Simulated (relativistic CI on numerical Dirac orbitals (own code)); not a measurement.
# Fe: the cost of one run

Program: relativistic CI on numerical Dirac orbitals (own code) version 3. Level of theory: charge-transfer multiplet model of a cubic metal-ligand cluster with up to 2 ligand holes, Slater and spin-orbit integrals from Dirac-Coulomb-Breit ions, Slater integrals scaled by 0.8. These are calculated values, not measurements, unless marked.

## Step 1: The system

| Item | Value |
| --- | --- |
| ion | Fe⁶⁺ (Fe VII) |
| nuclear charge | 26 |
| electrons | 20 |
| d electrons | 2 |
| ligand holes at most | 2 |
| parameters | in eV; Veg, Vt2g hoppings, tenDq and tenDqL metal and ligand splittings (negative tenDq: tetrahedral), red the scaling of hopping with a core hole |
| temperature | 300 K |
| widths | Lorentz 1.1 eV, Gauss 0.6 eV |

## Step 2: Delta = -1.4 eV

Input settings:

```ini
cluster ion=Fe6+ d2 ligand_holes=2 slater_scale=0.8
Delta=-1.4 Udd=5.6 Upd=6.6 tenDq=1.05 tenDqL=0.8 Veg=2.7 Vt2g=-1.43 red=1
spectrum xps 1s T=300 lorentz=1.1 gauss=0.6
```

Run with:

```console
python run_levels.py task.json out
```

task.json lists these runs, among others, and the program works through them in turn.

**Question.** How long does this run take on 1 thread of AMD EPYC 7R43, shared host, and how much memory does it need?

About 6.9 s, with a peak of 0.21 GiB.
